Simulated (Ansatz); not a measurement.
# CH4BISi: the cost of one run

All numbers are computed with Ansatz 0.2.0 through its Python package. Level of theory: r2SCAN0/def2-SVP.

## Step 1: The system

Bond lengths: I1–B2 2.134 Å, B2–C3 1.546 Å, B2–Si4 2.085 Å, C3–Si4 1.767 Å, C3–H5 1.127 Å, C3–H6 1.125 Å, Si4–H7 1.455 Å, Si4–H8 1.478 Å. Angles (14 of 15 angles, heavy atoms first): I1–B2–C3 151.6°, I1–B2–Si4 152.5°, C3–B2–Si4 55.9°, B2–C3–Si4 77.7°, B2–Si4–C3 46.4°, B2–C3–H5 114.6°, B2–C3–H6 114.9°, Si4–C3–H5 112.1°, Si4–C3–H6 115.4°, B2–Si4–H7 105.5°, B2–Si4–H8 103.5°, C3–Si4–H7 119.9°, C3–Si4–H8 117.1°, H5–C3–H6 116.3°.

No structure file is read: the coordinates are typed or built in the script.

## Step 2: The script

ch4bisi_scan.py reads:

```python
# -*- coding: utf-8 -*-
"""Potential curve of CH4BISi along one bond."""

from dataclasses import dataclass

import ansatz as az
from ase import Atoms
import numpy as np


@dataclass
class Settings:
    basis_set: str = "def2-SVP"
    functional: str = "r2scan0"


settings = Settings()


def main():
    atoms = Atoms(["I", "B", "C", "Si", "H", "H", "H", "H"], positions=[
        (-2.8116, 1.1559, -0.7604),
        (-0.8747, 0.4446, -0.2154),
        (0.5413, 0.665, 0.3636),
        (0.5761, -1.0464, -0.0741),
        (1.2242, 1.2829, -0.2866),
        (0.574, 0.8809, 1.4669),
        (0.8641, -1.4398, -1.4454),
        (-0.0013, -2.0003, 0.8956),
    ])
    molecule = az.Crystal.molecule_from_ase(atoms)

    symbols = [site.symbol for site in molecule.cartesian_sites]
    start = np.array([site.position_ang for site in molecule.cartesian_sites])
    axis = (start[5] - start[2]) / np.linalg.norm(start[5] - start[2])
    moving = [5]
    lengths, energies = [0.99, 1.035, 1.08, 1.125, 1.17, 1.215, 1.26, 1.327], []
    for length in lengths:
        xyz = start.copy()
        xyz[moving] += (length - np.linalg.norm(start[5] - start[2])) * axis
        point = az.Crystal.molecule()
        for symbol, place in zip(symbols, xyz):
            point = point.atom(symbol, place.tolist())
        model = point.calculation().basis(gaussian=settings.basis_set).functional(settings.functional)
        r = model.run().report
        energies.append(r["free_energy_ev"])
        print(f"r = {length:6.3f} A  E = {energies[-1]:.5f} eV  <S^2> = {abs(r['mean_field']['state']['spin_squared']):.3f}")

    # quartic fit about the minimum
    fit = np.polynomial.Polynomial.fit(lengths, np.array(energies) - min(energies), 4).convert()
    roots = [r.real for r in fit.deriv().roots() if abs(r.imag) < 1e-9 and fit.deriv(2)(r.real) > 0]
    r_e = min(roots, key=lambda r: abs(r - lengths[int(np.argmin(energies))]))
    print(f"minimum of the fit at {r_e:.4f} A, force constant {fit.deriv(2)(r_e):.2f} eV/A^2")


if __name__ == "__main__":
    main()
```

## Step 3: The input behind the calls

The package turns the script's settings into the engine's input (first run):

```yaml
crystal:
  periodic: [false, false, false]
  atoms:
    - { symbol: I, position_ang: [-2.8116, 1.1559, -0.7604] }
    - { symbol: B, position_ang: [-0.8747, 0.4446, -0.2154] }
    - { symbol: C, position_ang: [0.5413, 0.665, 0.3636] }
    - { symbol: Si, position_ang: [0.5761, -1.0464, -0.0741] }
    - { symbol: H, position_ang: [1.2242, 1.2829, -0.2866] }
    - { symbol: H, position_ang: [0.570083642652448, 0.8550424602037782, 1.3347618635610397] }
    - { symbol: H, position_ang: [0.8641, -1.4398, -1.4454] }
    - { symbol: H, position_ang: [-0.0013, -2.0003, 0.8956] }
basis:
  gaussian:
    orbitals: def2-SVP
hamiltonian:
  xc: r2scan0
```

## Step 4: The run

Started as:

```bash
> python ch4bisi_scan.py
```

Q: Estimate wall time and peak memory on 1 thread of Arm Neoverse V2, shared host.

About 54 s, with a peak of 0.28 GiB.
